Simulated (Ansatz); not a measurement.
# Cu4Sn3: the cost of one run

Computed with Ansatz 0.2.0 (DFT PBE, scalar-relativistic, plane waves, PAW, unless a step names another level, unless a step's input says otherwise).

1 further run of the same task is left out (it didn't finish).

### Step 1. The structure to begin with

It takes space group Cmcm (No. 63, orthorhombic). The conventional cell has a = 12.864 Å, b = 7.403 Å, c = 5.306 Å, α = 90.00°, β = 90.00°, γ = 90.00°. Around Cu (site symmetry 2/m) lie 4 Cu at 2.65 to 2.69 Å and 6 Sn at 2.66 to 2.93 Å. Around Cu (site symmetry 2) lie 4 Cu at 2.65 to 2.74 Å and 6 Sn at 2.72 to 2.95 Å. Cu (site symmetry m2m) has 5 Sn at 2.65 to 2.77 Å and 6 Cu at 2.69 to 2.74 Å as nearest neighbours. Sn (site symmetry m) is surrounded by 7 Cu at 2.67 to 2.95 Å. Around Sn (site symmetry m2m) lie 9 Cu at 2.65 to 2.77 Å.

Structure file:

```cif
data_structure
_symmetry_space_group_name_H-M 'P 1'
_symmetry_Int_Tables_number 1
_cell_length_a 7.4210
_cell_length_b 7.4210
_cell_length_c 5.3064
_cell_angle_alpha 90.000
_cell_angle_beta 90.000
_cell_angle_gamma 59.840
_cell_volume 252.67
loop_
_atom_site_label
_atom_site_type_symbol
_atom_site_fract_x
_atom_site_fract_y
_atom_site_fract_z
_atom_site_occupancy
Cu1 Cu 0.00000 0.00000 0.50000 1
Cu2 Cu 0.00000 0.00000 0.00000 1
Cu3 Cu 0.34714 0.34714 0.00000 1
Cu4 Cu 0.34714 0.34714 0.50000 1
Cu5 Cu 0.68455 0.31545 0.25000 1
Cu6 Cu 0.31545 0.68455 0.75000 1
Cu7 Cu 0.65286 0.65286 0.50000 1
Cu8 Cu 0.65286 0.65286 0.00000 1
Sn1 Sn 0.03522 0.33282 0.25000 1
Sn2 Sn 0.66718 0.96478 0.25000 1
Sn3 Sn 0.31075 0.68925 0.25000 1
Sn4 Sn 0.96478 0.66718 0.75000 1
Sn5 Sn 0.33282 0.03522 0.75000 1
Sn6 Sn 0.68925 0.31075 0.75000 1
```

It came out lowest among 16 distinct ends of the trial cells. At a tolerance of 0.05 Å it has space group Cmcm (No. 63).

### Step 2. Kick test: the unmoved cell on a coarse mesh

Input file input.yaml:

```yaml
crystal:
  lattice:
    - [0.0, 0.0, -5.306443893]
    - [0.0, 7.4030210971, 0.0]
    - [6.4319786947, -3.7015105485, 0.0]
  atoms:
    - { symbol: Cu, position: [0.5, 0.0, 1.0] }
    - { symbol: Cu, position: [1.0, 1.0, 1.0] }
    - { symbol: Cu, position: [1.0, 0.3471352211, 0.6942704421] }
    - { symbol: Cu, position: [0.5, 0.3471352211, 0.6942704421] }
    - { symbol: Cu, position: [0.75, 0.315453306, 1.0] }
    - { symbol: Cu, position: [0.25, 0.684546694, 1.0] }
    - { symbol: Cu, position: [0.5, 0.6528647789, 0.3057295579] }
    - { symbol: Cu, position: [1.0, 0.6528647789, 0.3057295579] }
    - { symbol: Sn, position: [0.75, 0.332824507, 0.3680399039] }
    - { symbol: Sn, position: [0.75, 0.9647846031, 0.6319600961] }
    - { symbol: Sn, position: [0.75, 0.6892509825, 1.0] }
    - { symbol: Sn, position: [0.25, 0.667175493, 0.6319600961] }
    - { symbol: Sn, position: [0.25, 0.0352153969, 0.3680399039] }
    - { symbol: Sn, position: [0.25, 0.3107490175, 1.0] }
basis:
  ecutwfc: 420
kpoints:
  mp_grid: { grid: [4, 4, 4] }
hamiltonian:
  xc: pbe
scf:
  occupations: { method: gaussian, width: 0.2 }
  lower_state_search: "off"
output:
  forces: true
  stress: true
  eigenvalues: true
```

Run with:

```sh
$ ansatz run input.yaml --threads 1 --pin off --max-ram 2560MiB --backend cpu --events-out ev --progress --plain --runs-dir out
```

**Question.** How long does this run take on 1 thread of Intel Xeon 6975P-C (Granite Rapids), shared host, and how much memory does it need?

About 24 s, with a peak of 0.92 GiB.
